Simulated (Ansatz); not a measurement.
Working through a convergence test of the plane-wave cutoff of ZnPt, space group P4/mmm

With Ansatz 0.2.0 through its Python package.

Run as a notebook:

```python
import warnings

import ansatz as az
import pandas as pd

warnings.simplefilter("ignore", az.DeckWarning)
```

```python
system = (
    az.Lattice.of((2.864, 0.0, 0.0), (0.0, 2.864, 0.0), (0.0, 0.0, 3.51))
    .atom("Zn", (0.5, 0.5, 0.5))
    .atom("Pt", (0.0, 0.0, 0.0))
)
```

```python
[site.symbol for site in system.resolved().sites]
```

    ['Zn', 'Pt']

```python
setup = (
    system.calculation()
    .pseudopotentials("paw", azcp={"folder": "soft_1"})
    .functional("lda")
    .kpoints(10, 10, 9)
    .occupations(az.OccupationsMethod.FERMI_DIRAC)
)
```

```python
rows = []
for value in [250, 300, 350, 400, 450, 500]:
    summary = setup.basis(value).run(threads=1, backend="cpu").report
    rows.append((value, summary["free_energy_ev"] / len(summary["lattice"]["sites"]), summary["n_iterations"], summary["n_pw"]))
```

```python
table = pd.DataFrame(rows, columns=["cutoff (eV)", "F/atom (eV)", "iterations", "plane waves"])
table.round(5)
```

       cutoff (eV)  F/atom (eV)  iterations  plane waves
    0          250  -7745.58269           8          253
    1          300  -7746.71780           8          345
    2          350  -7746.82202           8          439
    3          400  -7746.82621           8          535
    4          450  -7746.82715           8          601
    5          500  -7746.82781           8          733

```python
# the last row is the reference
for row in rows[:-1]:
    shift = 1000 * (row[1] - rows[-1][1])
    print(f"{row[0]}: {shift:+.2f} meV/atom" + ("  (within 5 meV)" if abs(shift) < 5 else ""))
```

    250: +1245.12 meV/atom
    300: +110.01 meV/atom
    350: +5.79 meV/atom
    400: +1.60 meV/atom  (within 5 meV)
    450: +0.66 meV/atom  (within 5 meV)

From 400 eV on it stays within 5 meV an atom of the value at 500 eV; the first row (250 eV) is off by 1245.1 meV and the last but one by 0.66 meV. The energy falls steadily, as expected when plane waves are added.

What to keep in mind:
- The PAW files read here were made with PBE, not with each functional that runs on them.
- Spin-orbit coupling, which matters for elements this heavy, is left out.
- The starting cell is as deposited in a crystallographic database; the results hold for this polymorph, which needn't be the stable one.
- Shifts are counted from the last row, which is itself no proven limit.
- The script silences the warnings on its input, which a real study should read.
- The whole script took 12 s on 1 thread of Intel(R) Xeon(R) Processor @ 2.30GHz, with other jobs on the host, peak memory 0.58 GiB.
